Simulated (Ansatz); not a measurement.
# BEt2(OiPr) (C7H17BO): the relaxed shape and its frontier levels

What does BEt2(OiPr) (C7H17BO) look like as a singlet, and where do its frontier electrons sit?

The runs use Ansatz 0.2.0, Gaussian basis; RKS PBE0-D4/def2-TZVP.

The runs, in order: relaxation at PBE-D4/def2-SVP; a single point at PBE0-D4/def2-TZVP.

2 further runs of the same task are left out: 2 set aside as unsound or not needed. Runs told in other sessions of the task aren't counted.

### 1 The starting structure

26 atoms, charge 0, spin multiplicity 1.

Atoms are counted from 1 here; the program's logs count them from 0.

Bond lengths: B1–C2 1.603 Å, B1–C9 1.610 Å, B1–O16 1.330 Å, C2–C3 1.532 Å, C2–H4 1.094 Å, C2–H5 1.091 Å, C3–H6 1.089 Å, C3–H7 1.087 Å, C3–H8 1.088 Å, C9–C10 1.535 Å, C9–H11 1.094 Å, C9–H12 1.091 Å, C10–H13 1.089 Å, C10–H14 1.088 Å, C10–H15 1.087 Å, O16–C17 1.416 Å, C17–C18 1.528 Å, C17–C19 1.528 Å and more. Angles: C2–B1–C9 120.0°, C2–B1–O16 115.1°, C9–B1–O16 124.9°, B1–C2–C3 113.8°, B1–C2–H4 109.1°, B1–C2–H5 110.4°, C3–C2–H4 108.0°, C3–C2–H5 108.7°, H4–C2–H5 106.6°, C2–C3–H6 110.8°, C2–C3–H7 110.7°, C2–C3–H8 110.4°, H6–C3–H7 108.3°, H6–C3–H8 108.2°, H7–C3–H8 108.3°, B1–C9–C10 112.8°, B1–C9–H11 110.9°, B1–C9–H12 110.4° and more.

The start is a GFN2-xTB geometry.

### 2 Relaxation at PBE-D4/def2-SVP

The input, in.yaml:

```yaml
crystal:
  periodic: [false, false, false]
  atoms:
    - {symbol: B, position_ang: [0.705000, 0.430300, -0.004210]}
    - {symbol: C, position_ang: [2.178360, 0.481610, 0.624390]}
    - {symbol: C, position_ang: [2.204350, 0.872320, 2.105300]}
    - {symbol: H, position_ang: [2.777090, 1.211520, 0.072150]}
    - {symbol: H, position_ang: [2.676120, -0.482620, 0.507540]}
    - {symbol: H, position_ang: [3.226170, 0.905020, 2.479460]}
    - {symbol: H, position_ang: [1.756290, 1.852100, 2.252160]}
    - {symbol: H, position_ang: [1.648010, 0.149580, 2.698140]}
    - {symbol: C, position_ang: [-0.252770, 1.720970, 0.084420]}
    - {symbol: C, position_ang: [-1.332660, 1.586690, 1.166570]}
    - {symbol: H, position_ang: [-0.748560, 1.906010, -0.873150]}
    - {symbol: H, position_ang: [0.334060, 2.615230, 0.301510]}
    - {symbol: H, position_ang: [-1.936410, 2.491420, 1.225630]}
    - {symbol: H, position_ang: [-1.995530, 0.749920, 0.955170]}
    - {symbol: H, position_ang: [-0.875390, 1.417380, 2.138570]}
    - {symbol: O, position_ang: [0.378590, -0.720900, -0.584780]}
    - {symbol: C, position_ang: [-0.836320, -1.062160, -1.226120]}
    - {symbol: C, position_ang: [-1.526500, -2.156020, -0.412170]}
    - {symbol: C, position_ang: [-0.514780, -1.541490, -2.640390]}
    - {symbol: H, position_ang: [-1.493010, -0.183680, -1.283210]}
    - {symbol: H, position_ang: [-0.883840, -3.030950, -0.352150]}
    - {symbol: H, position_ang: [-2.467090, -2.435390, -0.879720]}
    - {symbol: H, position_ang: [-1.723210, -1.802940, 0.597630]}
    - {symbol: H, position_ang: [-0.022360, -0.749460, -3.199500]}
    - {symbol: H, position_ang: [0.151850, -2.399020, -2.595980]}
    - {symbol: H, position_ang: [-1.427440, -1.825430, -3.157250]}
basis:
  gaussian: {orbitals: def2-SVP}
hamiltonian: {xc: pbe, dispersion: d4}
scf: {lower_state_search: "off"}
output: {orbitals: {seedname: orbitals}}
relax: {f_tol: 0.03, max_steps: 70}
```

Started as:

```sh
$ ansatz run in.yaml --threads 4 --pin off --events-out ev --progress --plain --max-ram 6963MiB
```

Further steps of the session: Single point, PBE0-D4/def2-TZVP.

**Question.** What will the summary of the whole plan be? Wanted: point group; commonest bond, hydrogen aside; HOMO, LUMO at PBE0-D4/def2-TZVP; dipole at PBE-D4/def2-SVP.

As calculated:

| quantity | value |
| --- | --- |
| point group | C1 |
| commonest bond, hydrogen aside | C–C, 4 of mean length 1.533 Å |
| HOMO, LUMO at PBE0-D4/def2-TZVP | -7.53, 0.35 eV |
| dipole at PBE-D4/def2-SVP | 1.40 D |

In words: The molecule keeps its bonding pattern by the stored test; the atoms moved 0.15 Å (rms). No usable vibrations, so a minimum isn't proven. The point group is read from a loosely relaxed geometry; soft torsions can leave it below the true symmetry.
